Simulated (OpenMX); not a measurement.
Crystal: TaTe.

```
CELL_PARAMETERS angstrom
3.42009 0.00000 0.00000
0.00000 3.42009 0.00000
0.00000 0.00000 3.42009
ATOMIC_POSITIONS crystal
Ta 0.50000 0.50000 0.50000
Te 0.00000 0.00000 0.00000
```

The cell was built by a generator and needn't be a form met in nature.

Base run:

| Quantity | Value |
| --- | --- |
| Program | OpenMX 3.8.5 |
| Functional | PBE |
| Dispersion | D3(BJ) |
| Potentials or basis | OpenMX 2013 PBE set, Ta7.0-s3p2d2f1, Te7.0-s3p2d2f1, grid cutoff 500 Ry |
| k mesh | 7 × 7 × 7 |
| Occupations | fermi-dirac, width 0.05 eV |
| Spin | no spin polarisation |

Its results: band gap on the k mesh none (metal or under the smearing width); pressure -4.1 GPa.

Q: After a change of settings the same cell gave: band gap on the k mesh none (metal or under the smearing width); pressure 1.4 GPa. Which change was it?
A. dispersion from D3(BJ) to D3
B. dispersion from D3(BJ) to none
C. dispersion from D3(BJ) to D4

A: B.

Dispersion adds attraction, which lowers the pressure at fixed volume and, as a term added to the energy, leaves the levels alone.

Caveats: the basis of atomic orbitals isn't converged, which shifts pressures, moduli and gaps; pairwise dispersion overbinds metals, which lowers pressure and volume (some runs).

Not every run made on this cell is shown here.
